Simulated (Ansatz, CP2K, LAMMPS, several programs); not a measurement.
Energy against volume for GaN built on the wurtzite prototype, at fixed shape and fractional coordinates, computed by several methods (PBE and r2SCAN, where shown, with plane waves in Ansatz); the cell shown is that of r2SCAN. With free coordinates or axes held, a curve is too stiff, and on another method's shape its minimum isn't the method's own volume. It is hexagonal, P6_3mc (No. 186); conventional cell a = 3.183 Å, c = 5.184 Å, 11.37 Å³ an atom. Ga has 4 N at 1.95 Å; N has 4 Ga at 1.95 Å. The values are computed, spin-unpolarised, and not measurements. Energies count from each curve's lowest point; fits are third-order Birch-Murnaghan.

```cif
data_structure
_symmetry_space_group_name_H-M 'P 1'
_symmetry_Int_Tables_number 1
_cell_length_a 3.1831
_cell_length_b 3.1831
_cell_length_c 5.1836
_cell_angle_alpha 90.000
_cell_angle_beta 90.000
_cell_angle_gamma 120.000
_cell_volume 45.49
loop_
_atom_site_label
_atom_site_type_symbol
_atom_site_fract_x
_atom_site_fract_y
_atom_site_fract_z
_atom_site_occupancy
Ga1 Ga 0.33333 0.66667 0.99911 1
Ga2 Ga 0.66667 0.33333 0.49911 1
N1 N 0.33333 0.66667 0.37589 1
N2 N 0.66667 0.33333 0.87589 1
```

Task: GaN.tersoff (LAMMPS), on the shape of its own relaxed cell, gives

| V (Å³/atom) | E (meV/atom) |
| --- | --- |
| 10.697 | 29.87 |
| 11.038 | 7.04 |
| 11.379 | 0.00 |
| 11.721 | 6.29 |
| 12.062 | 23.85 |

What equilibrium volume and bulk modulus follow?

Result: V₀ = 11.38 Å³ an atom and B₀ = 208 GPa.

PBE, on the shape of its own relaxed cell:
```tsv
V (Å³/atom)	E (meV/atom)
11.052	25.47
11.405	6.01
11.758	0.00
12.111	5.40
12.463	20.47
```
V₀ = 11.76 Å³ an atom and B₀ = 172 GPa.

light PBE (260 eV and a coarse mesh), on the shape of the cell shown:

| V (Å³/atom) | E (meV/atom) |
| --- | --- |
| 10.462 | 170.95 |
| 10.917 | 76.61 |
| 11.372 | 29.69 |
| 11.826 | 0.00 |
| 12.281 | 5.84 |
| 12.736 | 24.06 |

The points scatter about the fit by more than 0.3 meV an atom, since at so low a cutoff the number of plane waves jumps with the volume, so no fit is quoted.

Task: PBE/DZVP (CP2K), on the shape of the cell shown, gives
```csv
V (Å³/atom),E (meV/atom)
10.007,217.40
10.689,78.75
11.372,12.88
12.054,0.00
12.736,24.62
```
What equilibrium volume and bulk modulus follow?

Result: V₀ = 11.92 Å³ an atom and B₀ = 165 GPa.

r2SCAN, on the shape of its own relaxed cell:
```csv
V (Å³/atom),E (meV/atom)
10.689,28.02
11.030,6.62
11.372,0.00
11.713,5.99
12.054,22.71
```
V₀ = 11.37 Å³ an atom and B₀ = 197 GPa.
